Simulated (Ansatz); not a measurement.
# C4H8OSi: taking an electron away

An exercise on one series of results from a longer session: the logs are not shown, and one member is left open.

Computed with Ansatz 0.2.0, Gaussian basis. Level: unrestricted cation, the program's frozen cores in correlated methods.

The runs, in order: UKS PBE-D4/def2-TZVPP; UKS r2SCAN-D4/def2-TZVPP; UKS PBE0-D4/def2-TZVPP; UKS B3LYP-D4/def2-TZVPP; UKS wB97X-V/def2-TZVPP; UKS wB97M-V/def2-TZVPP; UKS B2PLYP/def2-TZVPP; UHF-CCSD(T)/def2-TZVPP; UHF-MP2/def2-QZVPP; extrapolation to the limit; then −ε(HOMO) from the neutral's earlier runs with LDA (SPW92), PBE-D4, revPBE-D4, BLYP-D4, r2SCAN-D4, B97M-V, PBE0-D4, B3LYP-D4, r2SCANh-D4, r2SCAN0-D4, HSE06-D4, BHLYP-D4, CAM-B3LYP-D4, LC-ωPBE, ωB97X-V, ωB97M-V.

**The geometry**

The geometry comes from an earlier relaxation with PBE0-D4 in a triple-zeta def2 set; it is a stationary point, not always the lowest conformer.

SMILES `C#C[SiH](C)OC`, 14 atoms, charge 0, spin multiplicity 1.

Atoms are counted from 1 here; the program's logs count them from 0.

Bond lengths: C1–C2 1.207 Å, C1–H7 1.066 Å, C2–Si3 1.835 Å, Si3–C4 1.850 Å, Si3–O5 1.639 Å, Si3–H8 1.489 Å, C4–H9 1.092 Å, C4–H10 1.092 Å, C4–H11 1.092 Å, O5–C6 1.409 Å, C6–H12 1.091 Å, C6–H13 1.095 Å, C6–H14 1.096 Å. Angles: C2–C1–H7 179.8°, C1–C2–Si3 179.7°, C2–Si3–C4 110.8°, C2–Si3–O5 109.6°, C2–Si3–H8 106.4°, C4–Si3–O5 107.8°, C4–Si3–H8 112.2°, O5–Si3–H8 110.1°, Si3–C4–H9 110.5°, Si3–C4–H10 110.5°, Si3–C4–H11 110.4°, H9–C4–H10 108.6°, H9–C4–H11 108.5°, H10–C4–H11 108.4°, Si3–O5–C6 123.2°, O5–C6–H12 108.2°, O5–C6–H13 111.3°, O5–C6–H14 111.5° and more.

Set-up of the first run:

File in.yaml:

```yaml
crystal:
  periodic: [false, false, false]
  atoms:
    - {symbol: C, position_ang: [-1.879797, 1.138196, 1.708778]}
    - {symbol: C, position_ang: [-1.217107, 0.450215, 0.971093]}
    - {symbol: Si, position_ang: [-0.205562, -0.588176, -0.154159]}
    - {symbol: C, position_ang: [0.509295, -2.033701, 0.752618]}
    - {symbol: O, position_ang: [1.040495, 0.296492, -0.747937]}
    - {symbol: C, position_ang: [0.863046, 1.498736, -1.460261]}
    - {symbol: H, position_ang: [-2.465800, 1.743658, 2.361978]}
    - {symbol: H, position_ang: [-1.107212, -1.009871, -1.261223]}
    - {symbol: H, position_ang: [1.110967, -2.647887, 0.078997]}
    - {symbol: H, position_ang: [1.144323, -1.693831, 1.573261]}
    - {symbol: H, position_ang: [-0.287694, -2.654741, 1.168122]}
    - {symbol: H, position_ang: [1.846181, 1.868763, -1.755547]}
    - {symbol: H, position_ang: [0.372794, 2.258535, -0.842118]}
    - {symbol: H, position_ang: [0.263270, 1.344210, -2.364800]}
basis:
  gaussian: {orbitals: def2-TZVPP}
total_charge: 1
magnetization: {spin_polarized: true, initial_magnetization: 1}
hamiltonian: {xc: pbe, dispersion: d4}
```

Steps of the session up to this table: Cation, UKS PBE-D4/def2-TZVPP; Cation, UKS r2SCAN-D4/def2-TZVPP; Cation, UKS PBE0-D4/def2-TZVPP; Cation, UKS B3LYP-D4/def2-TZVPP; Cation, UKS wB97X-V/def2-TZVPP; Cation, UKS wB97M-V/def2-TZVPP; Cation, UKS B2PLYP (frozen core)/def2-TZVPP; Cation, UHF-CCSD(T)/def2-TZVPP; Cation, UHF-MP2/def2-QZVPP.

One table of the session follows, with a row left open; its other results are not shown here.

For comparison, −ε(HOMO) of the neutral from earlier runs:

| functional | −ε(HOMO) (eV) |
| --- | --- |
| LDA (SPW92) | 6.73 |
| PBE-D4 | 6.62 |
| revPBE-D4 | 6.57 |
| BLYP-D4 | 6.54 |
| r2SCAN-D4 | 6.94 |
| B97M-V | 7.04 |
| PBE0-D4 | 8.05 |
| B3LYP-D4 | 7.83 |
| r2SCANh-D4 | 7.49 |
| r2SCAN0-D4 | ? |
| HSE06-D4 | 7.65 |
| BHLYP-D4 | 9.17 |
| CAM-B3LYP-D4 | 9.43 |
| LC-ωPBE | 10.81 |
| ωB97X-V | 10.44 |
| ωB97M-V | 10.31 |

**Question.** Estimate the row for r2SCAN0-D4.

Worked estimate for «−ε(HOMO) (eV)». Against the share of exact exchange, r2SCAN-D4 (0, 6.94), r2SCANh-D4 (0.1, 7.49) give a slope of 5.50 per unit share; at 0.25 the line stands at 8.31.

As computed: −ε(HOMO) (eV): 8.23. In «−ε(HOMO) (eV)» the line misses by +0.08.
